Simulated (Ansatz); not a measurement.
# Ge2H6: molecular dynamics

Aim: follow the molecule's vibrations and see whether its bonds hold. The start is relaxed first. Runs: 300 steps of 0.5 fs at constant energy, with velocities drawn for 1000 K. SMILES of the start: [GeH3][GeH3].

Program: Ansatz 0.2.0. Level of theory: RKS PBE/def2-SVP. These are calculated values, not measurements.

## 1. Starting point

Bond lengths: Ge1–H2 1.550 Å, Ge1–Ge3 2.400 Å, Ge3–H4 1.550 Å, Ge3–H5 1.550 Å, Ge3–H6 1.550 Å, Ge1–H7 1.549 Å, Ge1–H8 1.549 Å. Angles: H2–Ge1–Ge3 109.4°, H2–Ge1–H7 109.5°, H2–Ge1–H8 109.5°, Ge3–Ge1–H7 109.5°, Ge3–Ge1–H8 109.5°, H7–Ge1–H8 109.5°, Ge1–Ge3–H4 109.5°, Ge1–Ge3–H5 109.5°, Ge1–Ge3–H6 109.5°, H4–Ge3–H5 109.4°, H4–Ge3–H6 109.4°, H5–Ge3–H6 109.4°.

As a file:

```xyz
8

Ge    0.0000    0.0000    0.0000
H     0.0000    0.0000    1.5500
Ge    2.2632    0.0000   -0.7992
H     2.7487   -1.4611   -0.9782
H     2.3309    0.7367   -2.1612
H     3.1736    0.7244    0.2250
H    -0.7300    1.2648   -0.5162
H    -0.7300   -1.2648   -0.5162
```

## 2. Preparing the start

input.yaml

```yaml
crystal:
  periodic: [false, false, false]
  atoms:
    - { symbol: Ge, position_ang: [0.0, 0.0, 0.0] }
    - { symbol: H, position_ang: [0.0, 0.0, 1.55] }
    - { symbol: Ge, position_ang: [2.2632, 0.0, -0.7992] }
    - { symbol: H, position_ang: [2.7487, -1.4611, -0.9782] }
    - { symbol: H, position_ang: [2.3309, 0.7367, -2.1612] }
    - { symbol: H, position_ang: [3.1736, 0.7244, 0.225] }
    - { symbol: H, position_ang: [-0.73, 1.2648, -0.5162] }
    - { symbol: H, position_ang: [-0.73, -1.2648, -0.5162] }
basis:
  gaussian: { orbitals: def2-SVP }
hamiltonian:
  xc: pbe
relax:
  f_tol: 0.02
  max_steps: 40
```

Launch:

```
> ansatz run input.yaml --threads 1 --pin off --max-ram 2048MiB --backend cpu --events-out ev --progress --plain --runs-dir out
```

After this run come: Dynamics.

Q: Predict the outcome of this session. Wanted: relaxation of the start; temperature, first and last step; temperature, second half; potential energy, second half; largest change of the total energy; bonds formed or broken.

**Answer**, as computed:

```
                          quantity                          value
           relaxation of the start        8 moves, 0.030 eV lower
                            length            300 steps of 0.5 fs
  temperature, first and last step                 1000 and 315 K
          temperature, second half  mean 492 K, from 150 to 857 K
     potential energy, second half    +49 meV/atom from the start
largest change of the total energy                  0.34 meV/atom
            bonds formed or broken                              0
```

**Reading.** The temperature starts at 1000 K and averages 492 K in the second half, where it ranges from 150 to 857 K. About half is expected from a start at a minimum: kinetic energy passes into potential energy until both shares match. The total energy strays from its start by at most 0.34 meV/atom, 0.7 % of the mean kinetic energy, so a step of 0.5 fs is short enough over this time. No bond forms or breaks. 150 fs on 8 atoms is far too short and small for converged averages. The nuclei move classically, without zero-point motion, which matters most for hydrogen.
